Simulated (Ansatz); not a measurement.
Debugging a comparison of enthalpies under pressure of two structures of NbTe2 (the Python package of Ansatz (0.2.0)).

Script `run_transition.py`:
```python
import ansatz as az
import numpy as np


def alb2(first, second, a):
    return (
        az.Lattice.from_parameters(a, a, 1.1 * a, alpha=90, beta=90, gamma=120)
        .space_group(191)
        .atom(first, (0, 0, 0))
        .atom(second, (1 / 3, 2 / 3, 0.5))
    )


def fluorite(a_site, b_site, a):
    return (
        az.Lattice.fcc(a)
        .space_group(225)
        .atom(a_site, (0, 0, 0))
        .atom(b_site, (0.25, 0.25, 0.25))
        .primitive()
    )


def run_phase(name, crystal, pressure=0.0):
    calc = (
        crystal.calculation()
        .functional("PBEsol")
        .basis(420)
        .kpoints(spacing=0.33)
        .occupations("gaussian", width=0.05)
    )
    calc = calc.relax(force_tolerance=0.03, max_steps=30, cell=True, pressure=pressure)
    return calc.run()


def volume_per_atom(outcome):
    return abs(np.linalg.det(outcome.lattice.cell_ang)) / len(outcome.lattice.sites)

phases = {}
phases["AlB2"] = alb2("Nb", "Te", 4.2)
phases["fluorite"] = fluorite("Nb", "Te", 6.68)

pressures = [0, 15, 30, 45]
enthalpy, volume = {name: [] for name in phases}, {name: [] for name in phases}
for p in pressures:
    for name, crystal in phases.items():
        o = run_phase(name, crystal, pressure=p)
        volume[name].append(volume_per_atom(o))
        enthalpy[name].append(o.report["energy_sigma0_ev"] / len(o.lattice.sites) + p * volume[name][-1])
gap = np.array(enthalpy["fluorite"]) - np.array(enthalpy["AlB2"])
rows = [(p, va, vb, 1000 * d) for p, va, vb, d in zip(pressures, volume["AlB2"], volume["fluorite"], gap)]
print("| P (GPa) | V AlB2 (A^3/atom) | V fluorite (A^3/atom) | H(fluorite) - H(AlB2) (meV/atom) |")
print("| --- | --- | --- | --- |")
for row in rows:
    print(f"| {row[0]:d} | {row[1]:.3f} | {row[2]:.3f} | {row[3]:+.1f} |")
crossings = [p0 - g0 * (p1 - p0) / (g1 - g0) for p0, p1, g0, g1 in zip(pressures, pressures[1:], gap, gap[1:]) if g0 * g1 < 0]
print("crossing near", [round(float(p), 1) for p in crossings], "GPa") if crossings else print("no crossing in this range")
```

Output of `python run_transition.py`:
```text
| P (GPa) | V AlB2 (A^3/atom) | V fluorite (A^3/atom) | H(fluorite) - H(AlB2) (meV/atom) |
| --- | --- | --- | --- |
| 0 | 23.331 | 25.523 | -670.4 |
| 15 | 20.616 | 22.501 | +27603.3 |
| 30 | 18.953 | 20.685 | +51322.7 |
| 45 | 17.756 | 19.299 | +68854.2 |
crossing near [0.4] GPa
```

The script ran to its end, but the result can't be trusted. Why?

The fault: the PV term multiplies GPa by cubic angstrom with no conversion to eV. Mended:

```diff
--- before
+++ after
@@ -48,3 +48,3 @@
         volume[name].append(volume_per_atom(o))
-        enthalpy[name].append(o.report["energy_sigma0_ev"] / len(o.lattice.sites) + p * volume[name][-1])
+        enthalpy[name].append(o.report["energy_sigma0_ev"] / len(o.lattice.sites) + p * volume[name][-1] / 160.21766)
 gap = np.array(enthalpy["fluorite"]) - np.array(enthalpy["AlB2"])
```

The mended script runs so:

```console
$ python run_transition.py
| P (GPa) | V AlB2 (A^3/atom) | V fluorite (A^3/atom) | H(fluorite) - H(AlB2) (meV/atom) |
| --- | --- | --- | --- |
| 0 | 23.331 | 25.523 | -670.4 |
| 15 | 20.616 | 22.501 | -482.5 |
| 30 | 18.953 | 20.685 | -313.3 |
| 45 | 17.756 | 19.299 | -162.0 |
no crossing in this range
```

Caveats:
- At a fixed pressure a relaxation lowers the enthalpy F + PV, while F alone can rise.
- Only these two structures are compared, at zero temperature and with their symmetry kept; either may be hypothetical, and another phase may be lower than both. Differences under about 40 meV an atom lie within the error of mesh and functional.
- The cells are prototypes set up for this calculation and needn't exist.
- Wall time of the script: 2.7 min on 1 thread of Arm Neoverse V2, on a shared host, peak memory 0.46 GiB.
